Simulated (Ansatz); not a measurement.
# CH4ClFOSn (SMILES C[O][SnH]([F])[Cl]): levels of theory compared

We compute a comparison of 6 runs (HF/STO-3G, HF/3-21G, HF/def2-SVP, B3LYP/STO-3G, PBE0/def2-SVP, MP2/def2-SVP) of CH4ClFOSn. 

The calculation is run with Ansatz 0.2.0.

9 further runs of the same task are left out: 2 for a known fault of the program, 1 that didn't finish, 6 set aside as unsound or not needed.

## 1. The structure to begin with

The species is CH4ClFOSn (9 atoms), meant as a singlet with charge 0. As SMILES, `C[O][SnH]([F])[Cl]`. The coordinates come from a PBE0-D4/def2-TZVP relaxation. This is one conformer, not always the lowest.

Bond lengths: C1–O2 1.416 Å, O2–Sn3 1.931 Å, Sn3–F4 1.910 Å, Sn3–Cl5 2.305 Å, C1–H6 1.092 Å, C1–H7 1.095 Å, C1–H8 1.096 Å, Sn3–H9 1.686 Å. Some angles: C1–O2–Sn3 121.3°, O2–Sn3–F4 106.4°, O2–Sn3–Cl5 108.8°, F4–Sn3–Cl5 104.1°, O2–C1–H6 107.3°, O2–C1–H7 111.8°, O2–C1–H8 112.1°, O2–Sn3–H9 111.9°, F4–Sn3–H9 110.2°, Cl5–Sn3–H9 114.8°.

## 2. Energy and forces at HF/STO-3G (run 1)

Input file job.yaml:

```yaml
basis:
  gaussian:
    orbitals: STO-3G
crystal:
  periodic: [false, false, false]
  atoms:
    - symbol: C
      position_ang: [0.646000, 0.982300, 0.914300]
    - symbol: O
      position_ang: [0.919300, -0.254700, 0.282400]
    - symbol: Sn
      position_ang: [-0.387700, -1.114900, -0.849000]
    - symbol: F
      position_ang: [-1.899100, -1.483500, 0.258600]
    - symbol: Cl
      position_ang: [-1.171800, 0.420300, -2.379000]
    - symbol: H
      position_ang: [1.561300, 1.299300, 1.419000]
    - symbol: H
      position_ang: [-0.148400, 0.889200, 1.662100]
    - symbol: H
      position_ang: [0.363400, 1.758800, 0.194900]
    - symbol: H
      position_ang: [0.205400, -2.543100, -1.520400]
hamiltonian:
  xc: hf
accuracy: high
output: {forces: true, orbitals: {seedname: orbitals}}
```

Run with:

```console
$ ansatz run job.yaml --threads 1 --pin off --max-ram 2610MiB --events-out events.jsonl --progress --plain --runs-dir runs
```

The program printed:

```text
Warning: RAYON_NUM_THREADS=1 ignored (pool sized by the plan → 1); use --threads N
Functional definition: HF
  name "HF"
  exchange = exact_x
  correlation = 0
1116 factors; integrals over basis functions are off by at most 7.0e-9 eV
mean field evaluation 1: about -180396.8107 eV, gradient 2.6e1 eV
mean field evaluation 2: about -180396.9792 eV, gradient 2.6e1 eV
mean field evaluation 4: about -180400.3299 eV, gradient 1.9e0 eV
mean field evaluation 8: about -180400.3485 eV, gradient 1.5e-4 eV
mean field -180400.34854052 eV, -6629.5905291159 hartree, gradient 6.1e-8 eV, S^2 0.000000; 0 other end points of the search recorded, 0 dependent functions left out
the calculation of the forces begins
reference -180400.34854052 eV, -6629.5905291159 hartree; 47, 47 occupied and 8, 8 virtual orbitals, 1116 factors
Total energy: -180400.34854052 eV, -6629.5905291159 hartree
Atom 0 at     0.646000     0.982300     0.914300 Å, force    -0.124806    -0.261334    -0.296393 eV/Å
Atom 1 at     0.919300    -0.254700     0.282400 Å, force     0.029745    -0.790722    -0.618388 eV/Å
Atom 2 at    -0.387700    -1.114900    -0.849000 Å, force    -0.256826    -0.878062     0.902082 eV/Å
Atom 3 at    -1.899100    -1.483500     0.258600 Å, force     0.713905     0.215425    -0.561551 eV/Å
Atom 4 at    -1.171800     0.420300    -2.379000 Å, force     0.056102    -0.003588    -0.124471 eV/Å
Atom 5 at     1.561300     1.299300     1.419000 Å, force    -0.030735     0.216905     0.141607 eV/Å
Atom 6 at    -0.148400     0.889200     1.662100 Å, force    -0.060623     0.241667     0.107126 eV/Å
Atom 7 at     0.363400     1.758800     0.194900 Å, force    -0.051546     0.219960     0.172651 eV/Å
Atom 8 at     0.205400    -2.543100    -1.520400 Å, force    -0.275217     1.039749     0.277337 eV/Å
Dipole moment:     0.253289    -0.376225     0.166061 e Å
```

Wall time 12 s (1 thread of Intel Xeon at 2.50GHz (Skylake/Cascade Lake), shared host); peak memory 0.17 GiB.

## 3. Energy and forces at HF/3-21G (run 2)

Input file run.yaml:

```yaml
crystal:
  periodic: [false, false, false]
  atoms:
    - {symbol: C, position_ang: [0.646000, 0.982300, 0.914300]}
    - {symbol: O, position_ang: [0.919300, -0.254700, 0.282400]}
    - {symbol: Sn, position_ang: [-0.387700, -1.114900, -0.849000]}
    - {symbol: F, position_ang: [-1.899100, -1.483500, 0.258600]}
    - {symbol: Cl, position_ang: [-1.171800, 0.420300, -2.379000]}
    - {symbol: H, position_ang: [1.561300, 1.299300, 1.419000]}
    - {symbol: H, position_ang: [-0.148400, 0.889200, 1.662100]}
    - {symbol: H, position_ang: [0.363400, 1.758800, 0.194900]}
    - {symbol: H, position_ang: [0.205400, -2.543100, -1.520400]}
basis:
  gaussian:
    orbitals: 3-21G-spherical.json
accuracy: high
hamiltonian:
  xc: hf
output: {forces: true, orbitals: {seedname: orbitals}}
```

The basis set 3-21G is read from a file made from the Basis Set Exchange's data (not shown).

Run with:

```console
$ ansatz run run.yaml --threads 1 --pin off --max-ram 2610MiB --events-out events.jsonl --progress --plain --runs-dir runs
```

The program printed, cut to the lines that bear on the results:

```text
Warning: RAYON_NUM_THREADS=1 ignored (pool sized by the plan → 1); use --threads N
[... 2 set-up lines as earlier in the session ...]
[...]
1729 factors; integrals over basis functions are off by at most 2.6e-8 eV
[...]
mean field -181418.43364463 eV, -6667.0044666092 hartree, gradient 4.9e-8 eV, S^2 0.000000; 0 other end points of the search recorded, 0 dependent functions left out
[...]
reference -181418.43364463 eV, -6667.0044666092 hartree; 47, 47 occupied and 32, 32 virtual orbitals, 1729 factors
Total energy: -181418.43364463 eV, -6667.0044666092 hartree
Atom 0 at     0.646000     0.982300     0.914300 Å, force     0.301076     1.193899     0.831021 eV/Å
Atom 1 at     0.919300    -0.254700     0.282400 Å, force    -0.682553    -1.005248    -0.934294 eV/Å
Atom 2 at    -0.387700    -1.114900    -0.849000 Å, force     0.143477    -1.051098     1.973004 eV/Å
Atom 3 at    -1.899100    -1.483500     0.258600 Å, force     0.728020     0.182601    -0.443055 eV/Å
Atom 4 at    -1.171800     0.420300    -2.379000 Å, force    -0.462200     1.032220    -1.093776 eV/Å
Atom 5 at     1.561300     1.299300     1.419000 Å, force    -0.435281    -0.006983    -0.145080 eV/Å
Atom 6 at    -0.148400     0.889200     1.662100 Å, force     0.239941     0.092434    -0.221561 eV/Å
Atom 7 at     0.363400     1.758800     0.194900 Å, force     0.068109    -0.212926     0.268486 eV/Å
Atom 8 at     0.205400    -2.543100    -1.520400 Å, force     0.099412    -0.224899    -0.234746 eV/Å
Dipole moment:     0.366131    -0.182141     0.077709 e Å
```

Wall time 15 s (1 thread of Intel Xeon at 2.50GHz (Skylake/Cascade Lake), shared host); peak memory 0.28 GiB.

Runs 3 to 5 aren't shown in full; the table further down has their settings and results.

## 4. Energy and gradient at MP2/def2-SVP (core potential) (run 6)

Input file molecule.yaml:

```yaml
crystal:
  periodic: [false, false, false]
  atoms:
    - {symbol: C, position_ang: [0.646000, 0.982300, 0.914300]}
    - {symbol: O, position_ang: [0.919300, -0.254700, 0.282400]}
    - {symbol: Sn, position_ang: [-0.387700, -1.114900, -0.849000]}
    - {symbol: F, position_ang: [-1.899100, -1.483500, 0.258600]}
    - {symbol: Cl, position_ang: [-1.171800, 0.420300, -2.379000]}
    - {symbol: H, position_ang: [1.561300, 1.299300, 1.419000]}
    - {symbol: H, position_ang: [-0.148400, 0.889200, 1.662100]}
    - {symbol: H, position_ang: [0.363400, 1.758800, 0.194900]}
    - {symbol: H, position_ang: [0.205400, -2.543100, -1.520400]}
basis:
  gaussian: {orbitals: def2-SVP}
accuracy: high
output: {forces: true, orbitals: {seedname: orbitals}}
correlation: {method: mp2, frozen_orbitals: {C: 1, Cl: 5, F: 1, H: 0, O: 1, Sn: 4}}
```

Run with:

```console
$ ansatz run molecule.yaml --threads 1 --pin off --max-ram 2610MiB --events-out events.jsonl --progress --plain --runs-dir runs
```

The program printed, cut to the lines that bear on the results:

```text
Warning: RAYON_NUM_THREADS=1 ignored (pool sized by the plan → 1); use --threads N
[... 2 set-up lines as earlier in the session ...]
[...]
2464 factors; integrals over basis functions are off by at most 7.5e-9 eV
[...]
mean field -24139.00823523 eV, -887.0921906372 hartree, gradient 2.3e-8 eV, S^2 0.000000; 0 other end points of the search recorded, 0 dependent functions left out
12 core orbitals not correlated: weight in the atoms' cores, before any rotation towards them, 1.000 or more for the frozen orbitals, at most 0.000 for the correlated occupied ones
reference -24139.00823523 eV, -887.0921906372 hartree; 21, 21 occupied and 73, 73 virtual orbitals, 2464 factors
second order -20.57484356 eV of doubles, -0.00000000 eV of singles
[...]
Total energy: -24159.58307879 eV, -887.8483021919 hartree
Atom 0 at     0.646000     0.982300     0.914300 Å, force     0.143979    -0.141421    -0.041811 eV/Å
Atom 1 at     0.919300    -0.254700     0.282400 Å, force     0.456384     0.146748     0.282140 eV/Å
Atom 2 at    -0.387700    -1.114900    -0.849000 Å, force     0.173375    -0.456168    -0.496641 eV/Å
Atom 3 at    -1.899100    -1.483500     0.258600 Å, force    -0.536582    -0.161352     0.384042 eV/Å
Atom 4 at    -1.171800     0.420300    -2.379000 Å, force    -0.124372     0.266924    -0.296108 eV/Å
Atom 5 at     1.561300     1.299300     1.419000 Å, force     0.158702     0.110825     0.126513 eV/Å
Atom 6 at    -0.148400     0.889200     1.662100 Å, force    -0.186163     0.016577     0.170314 eV/Å
Atom 7 at     0.363400     1.758800     0.194900 Å, force    -0.087247     0.180988    -0.140023 eV/Å
Atom 8 at     0.205400    -2.543100    -1.520400 Å, force     0.001923     0.036878     0.011573 eV/Å
Dipole moment:     0.308589    -0.057585    -0.088799 e Å
```

Run time: 46 s. Hardware: 1 thread of Intel Xeon at 2.50GHz (Skylake/Cascade Lake), shared host; peak memory 0.49 GiB.

## 5. The series

```csv
run,level,core potential,frozen core orbitals,energy (Eh),dipole moment (D),HOMO energy (eV),LUMO energy (eV),wall time
1,HF/STO-3G,none,–,-6629.590529,2.32,-9.04,7.67,12 s
2,HF/3-21G,none,–,-6667.004467,2.00,-12.27,2.42,15 s
3,HF/def2-SVP (core potential),def2-SVP,–,-887.092191,1.78,-12.49,2.49,26 s
4,B3LYP/STO-3G,none,–,-6633.185380,2.27,-4.12,3.12,19 s
5,PBE0/def2-SVP (core potential),def2-SVP,–,-889.451398,1.61,-8.32,-1.42,38 s
6,MP2/def2-SVP (core potential),def2-SVP,12,-887.848302,1.57,-12.49,2.49,46 s
```

## 6. Outcome

```
                                           quantity          value
                                run 6: total energy  -887.84830 Eh
          run 6: dipole moment (correlated density)         1.57 D
         run 6: HOMO energy (Hartree–Fock orbitals)      -12.49 eV
         run 6: LUMO energy (Hartree–Fock orbitals)        2.49 eV
       run 6: HOMO–LUMO gap (Hartree–Fock orbitals)       14.98 eV
run 6: correlation energy (12 core orbitals frozen)     -756.1 mEh
                    run 6: largest force on an atom     0.696 eV/Å
```

The dipole moment (its size) runs from 1.57 D (MP2/def2-SVP) to 2.32 D (HF/STO-3G). The two ends differ in method and basis and core potential. Over runs 1, 2, 3, 4, 5 the HOMO–LUMO gap runs from 6.90 eV (PBE0/def2-SVP) to 16.71 eV (HF/STO-3G). Totals of different functionals can't be ranked against each other. Some runs of one species differ in core potentials or relativity; totals across that change don't compare. In runs 1, 4 the basis is minimal, so the values are rough. In runs 1, 2, 4 relativity is left out where basis or elements ask for it. All runs together took 2.6 min, the longest 46 s.
